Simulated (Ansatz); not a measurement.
BiTe, 2 atoms in the cell. It takes space group Fm-3m (No. 225, cubic). The conventional cell has a = 6.470 Å, b = 6.470 Å, c = 6.470 Å, α = 90.00°, β = 90.00°, γ = 90.00°. Bi (site symmetry m-3m) is surrounded by 6 Te at 3.23 Å. Te (site symmetry m-3m) has 6 Bi at 3.23 Å as nearest neighbours. 

- Program: Ansatz 0.2.0
- Task: band structure
- Functional: r2SCAN
- Potentials or basis: Ansatz PAW
- Cutoff: 500 eV (not typed: the program's choice for these potentials)
- k mesh: 5 × 5 × 5
- Occupations: fermi-dirac, width 0.05 eV
- Spin: spin-orbit coupling, no magnetisation
- Path: [["G", "X", "W", "K", "G", "L", "U", "W", "L", "K"], ["U", "X"]]
- Points for each segment of the path: 14

Potentials or basis: Ansatz PAW.

Launch:

```bash
$ ansatz run input.yaml --threads 2 --pin off --max-ram 5632MiB --backend cpu --events-out ev --progress --plain --runs-dir out
```

Hardware: 2 threads of AMD EPYC 7R32 (Zen 2), on a shared host.

Estimate the wall time of this run.

It took 58 s on 2 threads of AMD EPYC 7R32 (Zen 2), with other jobs on the host, peak memory 0.94 GiB. Counts: scf iterations 8, plane waves 1759, k points 10, bands 37.
